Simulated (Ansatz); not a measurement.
# Cu (I4/mmm): equation of state with a fit in Python

Where is the equilibrium volume of Cu (I4/mmm), and how stiff is it? Aim: an equation of state with a fit, for Cu (I4/mmm), run from a script.

Program: Ansatz 0.2.0 through its Python package. Level of theory: DFT PBEsol, plane waves, PAW. These are calculated values, not measurements.

## Step 1: Starting point

It takes space group I4/mmm (No. 139, tetragonal). Conventional cell: a = 2.886 Å, b = 2.886 Å, c = 2.752 Å, α = 90.00°, β = 90.00°, γ = 90.00°. Cu (site symmetry 4/mmm) has 10 Cu at 2.46 to 2.75 Å as nearest neighbours.

The script holds or builds the structure itself.

## Step 2: The script

Input file cu_eos.py:

```python
import logging
import sys

import ansatz as az
from ase.eos import EquationOfState
from ase.units import GPa
import numpy as np

logging.basicConfig(stream=sys.stdout, format="[%(levelname)s] %(message)s")
logger = logging.getLogger("run")
logger.setLevel(logging.INFO)

VECTORS = np.array([
    [-1.442793, 1.442793, 1.376081],
    [1.442793, -1.442793, 1.376081],
    [1.442793, 1.442793, -1.376081],
])
SITES = [
    ("Cu", [0.0, 0.0, 0.0]),
]


def build(cell):
    crystal = az.Crystal(lattice=az.Lattice.of(cell))
    for symbol, position in SITES:
        crystal = crystal.atom(symbol, position)
    return crystal


def main() -> None:
    volumes, energies = [], []
    for scale in np.linspace(0.95, 1.07, 5):
        cell = VECTORS * scale ** (1 / 3)
        calculation = build(cell).calculation()
        calculation = calculation.functional("pbesol").pseudopotentials("paw")
        calculation = calculation.basis(17 * az.Ha)
        calculation = calculation.occupations("Fermi-Dirac", width=0.05)
        calculation = calculation.kpoints(14, 14, 14)
        rep = calculation.run().report
        volumes.append(abs(np.linalg.det(cell)) / len(SITES))
        energies.append(rep["free_energy_ev"] / len(SITES))
        logger.info(f"V = {volumes[-1]:8.4f} A^3/atom  F = {energies[-1]:.5f} eV/atom")

    eos = EquationOfState(volumes, energies, eos="sj")
    v0, e0, bulk = eos.fit()
    logger.info(f"V0 = {v0:.4f} A^3/atom, E0 = {e0:.5f} eV/atom, B = {bulk / GPa:.1f} GPa")
    eos.plot("eos.png")


if __name__ == "__main__":
    main()
```

## Step 3: The input behind the calls

The engine receives this input (first run):

```yaml
crystal:
  lattice:
    - [-1.4183341562578131, 1.4183341562578131, 1.3527530866017563]
    - [1.4183341562578131, -1.4183341562578131, 1.3527530866017563]
    - [1.4183341562578131, 1.4183341562578131, -1.3527530866017563]
  atoms:
    - { symbol: Cu, position: [0.0, 0.0, 0.0] }
basis:
  ecutwfc: 462.593566181796
kpoints:
  mp_grid:
    grid: [14, 14, 14]
hamiltonian:
  xc: pbesol
  pseudopotentials:
    kind: paw
scf:
  occupations:
    method: fermi_dirac
    width: 0.05
```

## Step 4: Running it

Command:

```console
$ python cu_eos.py
```

**Question.** Estimate the equilibrium volume and the bulk modulus.

As calculated:

| quantity | value |
| --- | --- |
| runs compared | 5 |
| range of energy | 31.24 meV/atom |
| lowest point, volume (Å³/atom) | 11.229 |
| equilibrium volume (fit) | 11.36 Å³/atom |
| bulk modulus (fit) | 166 GPa |

A third-order Birch-Murnaghan fit through the 5 points (the script's own form differs a little) has its minimum at 11.36 Å³ an atom, 0.9 % below the typed cell, with a bulk modulus of 166 GPa and dB/dP = 5.0. From that minimum the energy rises by 10.9 meV an atom on the compressed side and 32.0 meV on the expanded side. What to keep in mind:
- Shape and fractional positions are held along the curve, so the bulk modulus is an upper value where they are free to relax.
- For a metal this k-point mesh is coarse: on a finer one energies can move by several to tens of meV an atom and pressures by half a GPa or more, differences at one mesh by less.
- This isn't the structure that Cu takes at ambient conditions. Whether this is the phase that is stable at ambient conditions was not tested.
